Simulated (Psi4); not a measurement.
# InN2H5O (SMILES [NH2][In]([NH2])[OH]): a chain of runs

Wanted: a series of 10 runs (PBE-D4/def2-SVP, PBE0-D4/def2-TZVP, PBE-D4/def2-TZVPP, r2SCAN-D4/def2-TZVPP, B3LYP-D4/def2-TZVPP, PBE0-D4/def2-TZVPP, wB97M-V/def2-TZVPP, CCSD(T)/def2-TZVPP, and more) of InN2H5O. 

The calculation is run with Psi4 1.11.

## (1) The molecule

The species is InN2H5O (9 atoms), meant as a singlet with charge 0. SMILES: `[NH2][In]([NH2])[OH]`. The shape comes from GFN2-xTB, rattled, which is rough for such elements, and wasn't checked as a minimum. The run starts from this shape.

Bond lengths: N1–In2 2.096 Å, In2–N3 2.083 Å, In2–O4 1.833 Å, N1–H5 1.063 Å, N1–H6 0.977 Å, N3–H7 1.051 Å, N3–H8 0.967 Å, O4–H9 0.989 Å. Angles: N1–In2–N3 127.2°, N1–In2–O4 115.6°, N3–In2–O4 115.9°, In2–N1–H5 111.2°, In2–N1–H6 113.3°, In2–N3–H7 114.1°, In2–N3–H8 104.8°, In2–O4–H9 115.6°, H5–N1–H6 105.1°, H7–N3–H8 106.1°.

## (2) A geometry optimisation at PBE-D4/def2-SVP (density fitting, core potential) (run 1)

File job.dat:

```
memory 5.5 GB

molecule {
  0 1
  N      0.915625     0.423691    -1.666268
  In    -0.127221     0.169942     0.134328
  N      0.349265    -1.125154     1.694412
  O     -1.372944     1.458470     0.517104
  H      1.539173    -0.412503    -1.871505
  H      0.329411     0.500154    -2.444334
  H      0.251546    -2.142542     1.451315
  H     -0.314398    -0.946713     2.374839
  H     -1.452093     2.187536    -0.146226
  units angstrom
  symmetry c1
}

set globals {
  basis def2-SVP
  reference rks
  scf_type df
  geom_maxiter 60
  max_force_g_convergence 0.0005
}

energy_value = opt('pbe-d4')
```

The run is started by

```console
$ psi4 job.dat job.out -n 2
```

job.out:

```text
[...]
    !!!  WARNING: ECP capability is in beta. Please check occupations closely.  !!!
[...]
  Running in c1 symmetry.
[...]
  Nuclear repulsion =  199.867149247854030
[...]
  Multiplicity = 1
[...]
  Nalpha       = 24
  Nbeta        = 24
[...]
    Number of basis functions: 93
[...]
   @DF-RKS iter   1:  -376.61974429590538   -5.18687e-01   1.53284e-02 ADIIS/DIIS
[...]
    !!!  WARNING: ECP capability is in beta. Please check occupations closely.  !!!
[...]
   @DF-RKS iter   9:  -377.52616100757632   -6.25278e-12   4.49446e-09 DIIS
[...]
  @DF-RKS Final Energy:  -377.52616100757632
   => Energetics <=
    Nuclear Repulsion Energy =            194.5499825948675436
    One-Electron Energy =                -978.6750291843014793
    Two-Electron Energy =                 447.3754860070903305
    DFT Exchange-Correlation Energy =     -40.7714554784331114
    Empirical Dispersion Energy =          -0.0051449467995726
    VV10 Nonlocal Energy =                  0.0000000000000000
    Total Energy =                       -377.5261610075763201
[...]
 Multipole Moments:
 ------------------------------------------------------------------------------------
     Multipole            Electronic (a.u.)      Nuclear  (a.u.)        Total (a.u.)
 ------------------------------------------------------------------------------------
 L = 1.  Multiply by 2.5417464519 to convert [e a0] to [Debye]
 Dipole X            :         -1.4240085            1.3174675           -0.1065410
 Dipole Y            :         -2.1128051            1.3365953           -0.7762098
 Dipole Z            :         -1.3545162            0.5247236           -0.8297926
 Magnitude           :                                                    1.1412311
[...]
  -Total Gradient:
     Atom            X                  Y                   Z
    ------   -----------------  -----------------  -----------------
       1       -0.000322306842     0.000126936263    -0.000193029271
       2        0.000217970088    -0.000167436223    -0.000170359123
       3       -0.000082563592    -0.000163315455     0.000452413645
       4       -0.000526161937     0.000189020791     0.000342048375
       5        0.000060301049    -0.000015845515    -0.000089222677
       6        0.000207818118    -0.000150237867     0.000175281981
       7       -0.000005024226    -0.000057940905    -0.000084934303
       8        0.000263378029     0.000087660833    -0.000435375142
       9        0.000170895038     0.000007003275    -0.000277002392
[...]
```

Standard output:

```text
Optimizer: Optimization complete!
```

Run time: 27 s. Hardware: 2 threads of AMD EPYC 9R45 (Zen 5), shared host; peak memory 0.7 GiB.

Step by step:

| step | energy from the first frame kept (eV) | largest force (eV/Å) |
| --- | --- | --- |
| 0 | 0.0000 | 5.7372 |
| 1 | -0.6553 | 0.4021 |
| 2 | -0.6781 | 0.2456 |
| 3 | -0.6873 | 0.1145 |
| 4 | -0.6895 | 0.0550 |
| 5 | -0.6908 | 0.0442 |
| 6 | -0.6911 | 0.0337 |

After the run. Bond lengths: N1–In2 2.074 Å, In2–N3 2.065 Å, In2–O4 2.033 Å, N1–H5 1.030 Å, N1–H6 1.029 Å, N3–H7 1.029 Å, N3–H8 1.029 Å, O4–H9 0.977 Å. Angles: N1–In2–N3 126.6°, N1–In2–O4 118.5°, N3–In2–O4 112.8°, In2–N1–H5 111.5°, In2–N1–H6 111.2°, In2–N3–H7 112.5°, In2–N3–H8 109.9°, In2–O4–H9 109.5°, H5–N1–H6 105.9°, H7–N3–H8 106.4°.

## (3) A structure relaxation at PBE0-D4/def2-TZVP (density fitting, core potential) (run 2)

File job.inp:

```
memory 5.5 GB

molecule {
  N      0.975623     0.345119    -1.632941
  In    -0.118907     0.152866     0.117693
  N      0.334295    -1.063141     1.724373
  O     -1.475721     1.595209     0.578556
  H      1.458337    -0.531821    -1.874901
  H      0.364663     0.561233    -2.432838
  H      0.508222    -2.037786     1.443453
  H     -0.458130    -1.086340     2.380520
  H     -1.461799     2.287430    -0.110179
  units angstrom
  symmetry c1
}

set scf_type df
set geom_maxiter 50
set max_force_g_convergence 0.0002

result, w = optimize('pbe0-d4/def2-TZVP', return_wfn=True)
```

The run is started by

```console
$ psi4 -i job.inp -o job.out -n 2
```

job.out:

```text
[...]
    !!!  WARNING: ECP capability is in beta. Please check occupations closely.  !!!
[...]
  Running in c1 symmetry.
[...]
  Nuclear repulsion =  194.549956938773562
[...]
  Multiplicity = 1
[...]
  Nalpha       = 24
  Nbeta        = 24
[...]
    Number of basis functions: 173
[...]
   @DF-RKS iter   1:  -376.97031164496588   -9.64294e-01   8.13569e-03 DIIS/ADIIS
[...]
    !!!  WARNING: ECP capability is in beta. Please check occupations closely.  !!!
[...]
   @DF-RKS iter   8:  -377.77700491628696   -1.59162e-12   6.22558e-09 DIIS
[...]
  @DF-RKS Final Energy:  -377.77700491628696
   => Energetics <=
    Nuclear Repulsion Energy =            198.4444419677691087
    One-Electron Energy =                -986.8551136410535491
    Two-Electron Energy =                 441.7652083363678344
    DFT Exchange-Correlation Energy =     -31.1270605982034851
    Empirical Dispersion Energy =          -0.0044809811668342
    VV10 Nonlocal Energy =                  0.0000000000000000
    Total Energy =                       -377.7770049162869554
[...]
 Multipole Moments:
 ------------------------------------------------------------------------------------
     Multipole            Electronic (a.u.)      Nuclear  (a.u.)        Total (a.u.)
 ------------------------------------------------------------------------------------
 L = 1.  Multiply by 2.5417464519 to convert [e a0] to [Debye]
 Dipole X            :         -0.7180161            0.6767524           -0.0412637
 Dipole Y            :         -1.6500904            0.9258736           -0.7242168
 Dipole Z            :         -0.7390113           -0.0819964           -0.8210077
 Magnitude           :                                                    1.0955575
[...]
  -Total Gradient:
     Atom            X                  Y                   Z
    ------   -----------------  -----------------  -----------------
       1       -0.000030884139     0.000067156960     0.000137779455
       2        0.000013694753    -0.000061913866     0.000031719407
       3        0.000042665668     0.000065266304    -0.000049918030
       4        0.000055393041    -0.000062074024    -0.000081503100
       5        0.000029299125    -0.000041841980    -0.000067745657
       6       -0.000034772617    -0.000043960478    -0.000062915713
       7       -0.000058458597    -0.000099736012     0.000027432489
       8       -0.000038676461    -0.000042760749     0.000044993578
       9       -0.000009045000     0.000030517149     0.000036091406
[...]
```

Standard output:

```text
Optimizer: Optimization complete!
```

Run time: 47 s. Hardware: 2 threads of AMD EPYC 9R45 (Zen 5), shared host; peak memory 1.2 GiB.

The path in brief:

| step | energy from the first frame kept (eV) | largest force (eV/Å) |
| --- | --- | --- |
| 0 | 0.0000 | 0.9635 |
| 1 | -0.0683 | 0.2727 |
| 2 | -0.0836 | 0.1516 |
| 3 | -0.0917 | 0.0948 |
| 4 | -0.0934 | 0.0461 |
| 5 | -0.0939 | 0.0229 |
| 6 | -0.0940 | 0.0080 |

After the run. Bond lengths: N1–In2 2.022 Å, In2–N3 2.014 Å, In2–O4 1.990 Å, N1–H5 1.011 Å, N1–H6 1.011 Å, N3–H7 1.010 Å, N3–H8 1.011 Å, O4–H9 0.959 Å. Angles: N1–In2–N3 127.1°, N1–In2–O4 118.2°, N3–In2–O4 113.7°, In2–N1–H5 116.2°, In2–N1–H6 115.4°, In2–N3–H7 116.8°, In2–N3–H8 114.3°, In2–O4–H9 113.5°, H5–N1–H6 108.3°, H7–N3–H8 108.7°.

Runs 3 to 7 aren't shown in full; the table further down has their settings and results.

## (4) A single-point energy at wB97M-V/def2-TZVPP (density fitting, core potential) (run 8)

File h5inn2o.dat:

```
memory 5500 MB

molecule molecule1 {
  0 1
  N
  In 1 r2
  N 2 r3 1 a3
  O 2 r4 3 a4 1 d4
  H 1 r5 2 a5 4 d5
  H 1 r6 5 a6 2 d6
  H 3 r7 2 a7 4 d7
  H 3 r8 7 a8 2 d8
  H 4 r9 2 a9 3 d9

  r2 = 2.022328
  r3 = 2.014001
  a3 = 127.06279
  r4 = 1.989748
  a4 = 113.69833
  d4 = -168.11228
  r5 = 1.010567
  a5 = 116.23897
  d5 = -161.01636
  r6 = 1.010622
  a6 = 108.29694
  d6 = -131.84244
  r7 = 1.010002
  a7 = 116.76419
  d7 = 151.63245
  r8 = 1.010821
  a8 = 108.67316
  d8 = 131.05629
  r9 = 0.959182
  a9 = 113.45743
  d9 = 168.55368
  units angstrom
  symmetry c1
}

set {
  basis                def2-TZVPP
  scf_type             df
  dft_radial_points    99
  dft_spherical_points 590
  dft_vv10_postscf     true
}

result = energy('wb97m-v')
```

The run is started by

```console
$ psi4 -n 2 h5inn2o.dat h5inn2o.out
```

h5inn2o.out:

```text
[...]
    !!!  WARNING: ECP capability is in beta. Please check occupations closely.  !!!
[...]
  Running in c1 symmetry.
[...]
  Nuclear repulsion =  198.444443463313945
[...]
  Multiplicity = 1
[...]
  Nalpha       = 24
  Nbeta        = 24
[...]
    Number of basis functions: 213
[...]
   @DF-RKS iter   1:  -377.37157618613412   -1.35144e+00   6.11101e-03 ADIIS/DIIS
[...]
   @DF-RKS iter   9:  -378.05642193869198   -2.30858e-07   4.87481e-07 DIIS
[...]
    Orbital Energies [Eh]
    ---------------------
    Doubly Occupied:
       1A    -19.299167     2A    -14.484905     3A    -14.482241
       4A     -4.813561     5A     -3.214618     6A     -3.204157
       7A     -3.202992     8A     -1.074913     9A     -0.963461
      10A     -0.955688    11A     -0.875641    12A     -0.875239
      13A     -0.872710    14A     -0.860565    15A     -0.859740
      16A     -0.576973    17A     -0.572414    18A     -0.564364
      19A     -0.510033    20A     -0.448713    21A     -0.411390
      22A     -0.399763    23A     -0.368161    24A     -0.349054
[...]
  @DF-RKS Final Energy:  -377.86865219933475
   => Energetics <=
    Nuclear Repulsion Energy =            198.4444434633139451
    One-Electron Energy =                -986.7007103514217761
    Two-Electron Energy =                 439.0735828213090031
    DFT Exchange-Correlation Energy =     -28.8736953172725990
    Empirical Dispersion Energy =           0.0000000000000000
    VV10 Nonlocal Energy =                  0.1877271847366712
    Total Energy =                       -377.8686521993347469
[...]
 Multipole Moments:
 ------------------------------------------------------------------------------------
     Multipole            Electronic (a.u.)      Nuclear  (a.u.)        Total (a.u.)
 ------------------------------------------------------------------------------------
 L = 1.  Multiply by 2.5417464519 to convert [e a0] to [Debye]
 Dipole X            :         -1.8739146            1.0150194           -0.8588952
 Dipole Y            :         -0.4804373            0.2603347           -0.2201026
 Dipole Z            :         -0.1494320           -0.4731975           -0.6226295
 Magnitude           :                                                    1.0834268
[...]
```

Run time: 33 s. Hardware: 2 threads of AMD EPYC 9R45 (Zen 5), shared host; peak memory 3.3 GiB.

Run 9 isn't shown in full; the table further down has it.

## (5) The energy at MP2/def2-QZVPP (density fitting, core potential, density fitting for correlation) (run 10)

File calc.in:

```
memory 5500 MB

molecule {
  0 1
  N      0.925569     0.283514    -1.606518
  In    -0.109919     0.160249     0.126220
  N      0.274117    -1.054604     1.685979
  O     -1.442305     1.582065     0.529065
  H      1.361219    -0.569654    -1.928325
  H      0.426229     0.696811    -2.381890
  H      0.558618    -1.998825     1.467783
  H     -0.463013    -1.090149     2.376728
  H     -1.495268     2.258781    -0.148637
  symmetry c1
}

set {
  reference rhf
  scf_type df
  num_frozen_docc 7
}

E, wfn = energy('mp2/def2-QZVPP', return_wfn=True)
print_variables()
```

The run is started by

```console
$ psi4 calc.in calc.out -n 2
```

calc.out:

```text
[...]
    !!!  WARNING: ECP capability is in beta. Please check occupations closely.  !!!
[...]
  Running in c1 symmetry.
[...]
  Nuclear repulsion =  198.444448104035502
[...]
  Multiplicity = 1
[...]
  Nalpha       = 24
  Nbeta        = 24
[...]
    Number of basis functions: 403
[...]
   @DF-RHF iter   1:  -375.54836636644256   -2.00742e+00   2.60100e-03 ADIIS/DIIS
[...]
   @DF-RHF iter  12:  -376.00356429052329   -7.83871e-11   6.01131e-09 DIIS
[...]
    Orbital Energies [Eh]
    ---------------------
    Doubly Occupied:
       1A    -20.515492     2A    -15.536834     3A    -15.532376
       4A     -5.374674     5A     -3.637827     6A     -3.629825
       7A     -3.628856     8A     -1.271499     9A     -1.123070
      10A     -1.114756    11A     -1.023406    12A     -1.022675
      13A     -1.018694    14A     -1.003475    15A     -1.002835
      16A     -0.635488    17A     -0.630633    18A     -0.619736
      19A     -0.559643    20A     -0.492741    21A     -0.467499
      22A     -0.461215    23A     -0.408670    24A     -0.386368
[...]
  @DF-RHF Final Energy:  -376.00356429052329
   => Energetics <=
    Nuclear Repulsion Energy =            198.4444481040355015
    One-Electron Energy =                -986.6994467677108105
    Two-Electron Energy =                 412.2514343731520512
    Total Energy =                       -376.0035642905232862
[...]
 Multipole Moments:
 ------------------------------------------------------------------------------------
     Multipole            Electronic (a.u.)      Nuclear  (a.u.)        Total (a.u.)
 ------------------------------------------------------------------------------------
 L = 1.  Multiply by 2.5417464519 to convert [e a0] to [Debye]
 Dipole X            :         -0.7421838            0.6767612           -0.0654226
 Dipole Y            :         -1.7012293            0.9258653           -0.7753639
 Dipole Z            :         -0.8011679           -0.0819857           -0.8831536
 Magnitude           :                                                    1.1770427
[...]
```

Run time: 8.7 s. Hardware: 2 threads of AMD EPYC 9R45 (Zen 5), shared host; peak memory 1.6 GiB.

## (6) The series

| run | level | geom maxiter | max force g convergence | energy (Eh) | dipole moment (D) | HOMO energy (eV) | LUMO energy (eV) | wall time |
| --- | --- | --- | --- | --- | --- | --- | --- | --- |
| 1 | PBE-D4/def2-SVP (density fitting, core potential) | 60 | 0.0005 | -377.526161 | 2.90 | -5.48 | -1.97 | 27 s |
| 2 | PBE0-D4/def2-TZVP (density fitting, core potential) | 50 | 0.0002 | -377.777005 | 2.78 | -7.07 | -1.05 | 47 s |
| 3 | PBE0-D4/def2-TZVP (density fitting, core potential) | – | – | -377.777005 | 2.78 | – | – | 6.6 min |
| 4 | PBE-D4/def2-TZVPP (density fitting, core potential) | – | – | -377.783231 | 2.53 | -5.68 | -1.91 | 18 s |
| 5 | r2SCAN-D4/def2-TZVPP (density fitting, core potential) | – | – | -377.963096 | 2.62 | -5.97 | -1.63 | 33 s |
| 6 | B3LYP-D4/def2-TZVPP (density fitting, core potential) | – | – | -378.068324 | 2.69 | -6.84 | -1.40 | 14 s |
| 7 | PBE0-D4/def2-TZVPP (density fitting, core potential) | – | – | -377.782453 | 2.70 | -7.08 | -1.05 | 13 s |
| 8 | wB97M-V/def2-TZVPP (density fitting, core potential) | – | – | -377.868652 | 2.75 | -9.50 | 0.61 | 33 s |
| 9 | CCSD(T)/def2-TZVPP (density fitting, core potential, density fitting for correlation) | – | – | -377.007348 | – | -10.48 | 1.66 | 9.9 min |
| 10 | MP2/def2-QZVPP (density fitting, core potential, density fitting for correlation) | – | – | -377.218173 | – | -10.51 | 1.21 | 8.7 s |

## (7) Summary of results

| quantity | value |
| --- | --- |
| run 10, MP2/def2-QZVPP: total energy | -377.21817 Eh |
| run 10, MP2/def2-QZVPP: HOMO energy (Hartree–Fock orbitals) | -10.51 eV |
| run 10, MP2/def2-QZVPP: LUMO energy (Hartree–Fock orbitals) | 1.21 eV |
| run 10, MP2/def2-QZVPP: HOMO–LUMO gap (Hartree–Fock orbitals) | 11.72 eV |
| run 10, MP2/def2-QZVPP: correlation energy (7 core orbitals frozen) | -1214.6 mEh |

In words: Over runs 3, 4, 5, 6, 7, 8 the dipole moment (its size) runs from 2.53 D (PBE-D4/def2-TZVPP) to 2.78 D (PBE0-D4/def2-TZVP). The two ends differ in method and basis. Over runs 4, 5, 6, 7, 8 the HOMO–LUMO gap runs from 3.77 eV (PBE-D4/def2-TZVPP) to 10.10 eV (wB97M-V/def2-TZVPP). Totals of different functionals can't be ranked against each other. All runs together took 20 min, the longest 9.9 min.
